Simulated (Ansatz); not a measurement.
**GePHO+ (quartet): wave-function methods side by side, cc-pVDZ**

An exercise on one series of results from a longer session: the logs are not shown, and one member is left open.

Method: cc-pVDZ, core rule «outside noble gas», up to 20 orbitals frozen; program: Ansatz 0.2.0, Gaussian basis.

To be run: UHF; CCSD(T) on ROHF; CCSD(T) on UHF; BCCD(T) on ROHF; CISD as a restricted active space (open shells left free, so some higher excitations enter); CCSDT(Q) on ROHF; CCSDT(Q) on UHF.

7 further runs of the same task are left out: 1 for a known fault of the program, 6 set aside as unsound or not needed. Runs told in other sessions of the task aren't counted.

### What is computed

The geometry is a PBE0/def2-TZVP stationary point (not a proven minimum) of the parent state, kept for this charge and spin. No spin-orbit coupling is included. The filled d shell of Ge may be among the frozen orbitals whatever the setting's name suggests.

4 atoms, charge 1, spin multiplicity 4.

Atoms are counted from 1 here; the program's logs count them from 0.

Bond lengths: Ge1–O2 1.807 Å, O2–P3 1.633 Å, P3–H4 1.432 Å. Angles: Ge1–O2–P3 130.7°, O2–P3–H4 96.2°.

Set-up of the first run:

in.yaml reads:

```yaml
crystal:
  periodic: [false, false, false]
  atoms:
    - {symbol: Ge, position_ang: [0.000000, -0.042614, 1.059894]}
    - {symbol: O, position_ang: [0.000000, 0.574218, -0.638584]}
    - {symbol: P, position_ang: [0.000000, -0.227192, -2.061619]}
    - {symbol: H, position_ang: [0.000000, 0.937911, -2.894664]}
basis:
  gaussian: {orbitals: cc-pVDZ}
total_charge: 1
magnetization: {spin_polarized: true, initial_magnetization: 3}
hamiltonian: {xc: hf}
output: {orbitals: {seedname: orbitals}}
```

Run with:

```bash
> ansatz run in.yaml --threads 1 --pin off --events-out ev --progress --plain --max-ram 4096MiB --backend cpu
```

Among the steps run: UHF; CCSD(T) on ROHF; CCSD(T) on UHF; BCCD(T) on ROHF; CISD as a restricted active space (open shells left free, so some higher excitations enter); CCSDT(Q) on ROHF; CCSDT(Q) on UHF.

One table of the session follows, with a row left open; its other results are not shown here.

| method | from UCCSDT(Q) (kcal/mol) |
| --- | --- |
| ROHF | +234.78 |
| UHF | +227.97 |
| RMP2 | +28.10 |
| UMP2 | +28.27 |
| RCCSD | +9.62 |
| UCCSD | +9.29 |
| RCCSD(T) | +1.76 |
| UCCSD(T) | +1.74 |
| BCCD(T) | +1.71 |
| RCCSDT | +0.96 |
| UCCSDT | ? |
| RCCSDT(Q) | +0.30 |
| UCCSDT(Q) | 0 |

**Question.** Estimate the row for UCCSDT.

**Answer.** from UCCSDT(Q) (kcal/mol): +0.90. In the column «from UCCSDT(Q) (kcal/mol)» it lies between RCCSDT(Q) (+0.30) and RCCSDT (+0.96).

Not comparable, so not listed: CISD as a restricted active space (open shells left free, so some higher excitations enter) (they don't share determinant, frozen orbitals or solution with the rows shown, or repeat one).

To keep in mind: Restricted and unrestricted rows rest on different reference determinants; a gap between their highest levels can come from leftover correlation error, from unlike frozen cores or from another state.
